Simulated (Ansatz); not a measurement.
# CH₅GaO₂: basis-set convergence

Aim: see how fast density functionals converge with the basis set for CH₅GaO₂.

Computed with Ansatz 0.2.0, Gaussian basis. Level: one geometry, several basis sets.

The runs, in order: PBE0-D4/def2-SVP; ωB97M-V/def2-SVP; PBE0-D4/def2-QZVPP; ωB97M-V/def2-QZVPP; the functionals' def2-TZVPP values are taken from earlier runs.

**1. Structure used throughout**

An earlier PBE0-D4 in a triple-zeta def2 set relaxation fixed the geometry.

SMILES `[CH3][Ga]([OH])[OH]`, 9 atoms, charge 0, spin multiplicity 1.

Atoms are counted from 1 here; the program's logs count them from 0.

Bond lengths: C1–Ga2 1.941 Å, C1–H5 1.090 Å, C1–H6 1.091 Å, C1–H7 1.091 Å, Ga2–O3 1.791 Å, Ga2–O4 1.791 Å, O3–H8 0.959 Å, O4–H9 0.959 Å. Angles: Ga2–C1–H5 110.5°, Ga2–C1–H6 109.9°, Ga2–C1–H7 110.2°, H5–C1–H6 108.9°, H5–C1–H7 109.4°, H6–C1–H7 107.9°, C1–Ga2–O3 121.3°, C1–Ga2–O4 121.2°, O3–Ga2–O4 117.5°, Ga2–O3–H8 115.4°, Ga2–O4–H9 115.3°.

Geometry (Å):

```xyz
9
CH5GaO2
C     0.1395    0.7406   -1.3856
Ga   -0.0223   -0.1804    0.3149
O     0.2379   -1.9475    0.4432
O    -0.4357    0.7068    1.8148
H     0.2598    0.0245   -2.1979
H     1.0053    1.4049   -1.3681
H    -0.7466    1.3499   -1.5688
H     0.1412   -2.3145    1.3236
H    -0.4907    0.1696    2.6070
```

**2. PBE0-D4 in def2-SVP**

Contents of in.yaml:

```yaml
crystal:
  periodic: [false, false, false]
  atoms:
    - {symbol: C, position_ang: [0.139485, 0.740573, -1.385607]}
    - {symbol: Ga, position_ang: [-0.022304, -0.180408, 0.314934]}
    - {symbol: O, position_ang: [0.237878, -1.947537, 0.443198]}
    - {symbol: O, position_ang: [-0.435670, 0.706754, 1.814801]}
    - {symbol: H, position_ang: [0.259764, 0.024460, -2.197885]}
    - {symbol: H, position_ang: [1.005296, 1.404870, -1.368073]}
    - {symbol: H, position_ang: [-0.746583, 1.349900, -1.568842]}
    - {symbol: H, position_ang: [0.141200, -2.314485, 1.323616]}
    - {symbol: H, position_ang: [-0.490666, 0.169572, 2.606956]}
basis:
  gaussian: {orbitals: def2-SVP}
hamiltonian: {xc: pbe0, dispersion: d4}
output: {orbitals: {seedname: orbitals}}
```

The run is started by

```bash
$ ansatz run in.yaml --threads 4 --pin off --events-out ev --progress --plain --max-ram 10444MiB
```

The runs that follow: ωB97M-V in def2-SVP; PBE0-D4 in def2-QZVPP; ωB97M-V in def2-QZVPP.

Before running them: what should the planned runs give, taken together? Wanted: PBE0-D4: double and triple zeta above quadruple; ωB97M-V: double and triple zeta above quadruple.

As calculated:

```
                                       quantity           value
PBE0-D4: double and triple zeta above quadruple  14.78, 1.52 eV
ωB97M-V: double and triple zeta above quadruple  14.90, 1.47 eV
```

In words: For PBE0-D4 the step from double to triple zeta gains 13.26 eV and the next only 1.52 eV. Total energies overstate the basis error of differences, where much of it tends to cancel. The LUMO of ωB97M-V is positive and keeps falling with the basis (1.74 to 0.87 eV): an unbound level that the basis holds in place.
